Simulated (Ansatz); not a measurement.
**BiB (zincblende type): independent-particle optics**

Aim: the dielectric function of BiB (zincblende type) in the independent-particle picture, and how it depends on the functional and on the gap. The runs, in order: HSE06 for the gap; optics with PBE on 6×6×6; optics with r2SCAN on 6×6×6; optics with PBE and scissors to the HSE06 gap on 6×6×6; optics with PBE with spin-orbit coupling on 6×6×6.

Method: plane waves, PAW; no local fields, no excitons, in Ansatz 0.2.0.

1 further run of the same task is left out (it didn't finish).

### 1 The starting structure

It takes space group F-43m (No. 216, cubic). The conventional cell has a = 5.490 Å, b = 5.490 Å, c = 5.490 Å, α = 90.00°, β = 90.00°, γ = 90.00°. B (site symmetry -43m) is surrounded by 4 Bi at 2.38 Å. Around Bi (site symmetry -43m) lie 4 B at 2.38 Å.

Coordinates:

```cif
data_structure
_symmetry_space_group_name_H-M 'F-43m'
_symmetry_Int_Tables_number 216
_cell_length_a 5.4897
_cell_length_b 5.4897
_cell_length_c 5.4897
_cell_angle_alpha 90.000
_cell_angle_beta 90.000
_cell_angle_gamma 90.000
_cell_volume 165.45
loop_
_atom_site_label
_atom_site_type_symbol
_atom_site_symmetry_multiplicity
_atom_site_Wyckoff_symbol
_atom_site_fract_x
_atom_site_fract_y
_atom_site_fract_z
_atom_site_occupancy
B1 B 4 a 0.00000 0.00000 0.00000 1
Bi1 Bi 4 d 0.25000 0.25000 0.75000 1
```

The cell was relaxed beforehand with r2SCAN; those runs aren't shown. Spin-orbit coupling, which matters for Bi, is in the runs so named alone.

### 2 The gap to aim at

File input.yaml:

```yaml
crystal:
  lattice:
    - [0.0, 2.7448744688, 2.7448744688]
    - [2.7448744688, 0.0, 2.7448744688]
    - [2.7448744688, 2.7448744688, 0.0]
  atoms:
    - { symbol: B, position: [0.0, 0.0, 0.0] }
    - { symbol: Bi, position: [0.25, 0.25, 0.25] }
kpoints:
  mp_grid: { grid: [4, 4, 4] }
  band_path:
    path:
      - [0.0, 0.0, 0.0]
      - [-0.5, -0.5, 0.0]
      - [-0.375, -0.375, 0.25]
      - [-0.375, 0.0, 0.375]
      - [0.0, 0.0, 0.5]
      - [-0.5, -0.25, 0.25]
    npoints: 1
hamiltonian:
  xc: hse06
scf:
  occupations: { method: fixed }
  n_extra_bands: 4
output:
  forces: true
  stress: true
  eigenvalues: true
```

Run with:

```
$ ansatz run input.yaml --threads 4 --pin off --max-ram 3686MiB --backend cpu --events-out ev --progress --plain --runs-dir out
```

After this run come: Optics, PBE; Optics, r2SCAN; Optics, PBE with a scissors shift; Optics, PBE with spin-orbit coupling.

Before running them: what should the planned runs give, taken together? Wanted: ε∞, PBE; ε∞, r2SCAN; tallest peak of ε₂, PBE; tallest peak of ε₂, r2SCAN; tallest peak of ε₂, PBE with spin-orbit coupling; HSE06 direct gap.

**Answer**, as computed:

| quantity | value |
| --- | --- |
| ε∞, PBE | 19.17 |
| ε∞, r2SCAN | 17.01 |
| ε∞, PBE + 0.71 eV scissors | 15.13 |
| tallest peak of ε₂, PBE | 31.2 at 4.30 eV |
| tallest peak of ε₂, r2SCAN | 28.7 at 4.65 eV |
| tallest peak of ε₂, PBE + 0.71 eV scissors | 31.3 at 5.00 eV |
| tallest peak of ε₂, PBE with spin-orbit coupling | 27.4 at 4.25 eV |
| HSE06 direct gap | 1.00 eV |

What this shows: From PBE to PBE + 0.71 eV scissors the direct gap grows from 0.29 to 1.00 eV, and ε∞ goes from 19.17 to 15.13: a wider gap screens less. With a direct gap of only 0.29 eV, ε∞ hangs on the few k points next to it, so this mesh fixes it only roughly. Local fields and excitons are left out: both change ε∞, and without excitons the onset lacks its lines.
